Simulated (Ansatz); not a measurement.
What does this script print? It uses Ansatz's Python interface.

Contents of `cs.xyz`:
```text
1
Lattice="-2.75007546 2.75007546 4.09723898 2.75007546 -2.75007546 4.09723898 2.75007546 2.75007546 -4.09723898" Properties=species:S:1:pos:R:3 pbc="T T T"
Cs    0.00000000    0.00000000    0.00000000
```

The script, `pipeline.py`:
```python
'''From the given cell of Cs to a relaxed cell, its gap and its density of states.'''

from dataclasses import dataclass
import warnings

import ansatz as az
import numpy as np


@dataclass
class Options:
    functional: str = 'r2scan'
    ecut: int = 600
    smearing: str = 'gaussian'
    sigma: float = 0.15


settings = Options()


def count_gap(report):
    # lowest empty less highest filled band, counting bands; zero where they overlap
    return max(report.get('gap_by_band_count_ev') or 0.0, 0.0)


def with_settings(crystal, spacing):
    return (
        crystal.calculation()
        .functional(settings.functional)
        .basis(settings.ecut)  # cutoff of the orbital basis
        .occupations(settings.smearing, width=settings.sigma)  # smearing steadies the SCF of a metal
        .kpoints(spacing=spacing)
    )

warnings.simplefilter('ignore', az.DeckWarning)

crystal = az.Crystal.from_extxyz('cs.xyz')

relaxed = with_settings(crystal, 0.3).relax(cell=True, force_tolerance=0.01, max_steps=40).checkpoint(write='relax.run').run()
cell = np.asarray(relaxed.lattice.cell_ang)
print('relaxed edges (A):', np.linalg.norm(cell, axis=1).round(4), ' volume:', round(abs(np.linalg.det(cell)), 3), 'A^3')
for site in relaxed.lattice.sites:
    print(' ', site.symbol, np.round(site.position_frac, 4) + 0.0)

final = az.Crystal.from_checkpoint('relax.run')
res = with_settings(final, 0.22).stress().band_table().density_of_states(energy_step=0.05).run()
report = res.report
dos = res.density_of_states()
print(f'pressure at the relaxed cell {np.trace(report["stress_gpa"]) / 3:.3f} GPa, gap by band count {count_gap(report):.3f} eV')
if count_gap(report) == 0:
    print('states/eV at the Fermi level:', round(float(np.interp(dos.fermi_ev, dos.energies_ev, dos.spin_summed_g_bin_mean_per_ev)), 3))
```

Output of `python pipeline.py`:
```text
relaxed edges (A): [5.6492 5.6492 5.6492]  volume: 123.948 A^3
  Cs [0. 0. 0.]
pressure at the relaxed cell 0.012 GPa, gap by band count 0.000 eV
states/eV at the Fermi level: 1.263
```

Caveats:
- The zero of the levels is a convention of the potentials, so an absolute Fermi energy is no work function.
- The free energy holds a sizeable smearing term, which stands for no physical temperature.
- These metals are very soft, so angles and axial ratios aren't settled by this mesh and stress tolerance.
- A gap by band count of zero or less means overlapping bands, a metal, and at an odd count of electrons it is no gap at all.
- This isn't the structure that Cs takes at ambient conditions.
- Gaps and levels are Kohn-Sham values on a finite set of k-points, without spin-orbit coupling.
- Where the second run takes another functional or mesh than the relaxation, its pressure isn't zero; pressure is positive in compression.
- The computed bands are complete only to about 3.0 eV above the Fermi level; beyond that the density of states is undercounted.
- Finished in 28 s on 1 thread of Arm Neoverse V2 (shared host), peak memory 0.99 GiB.
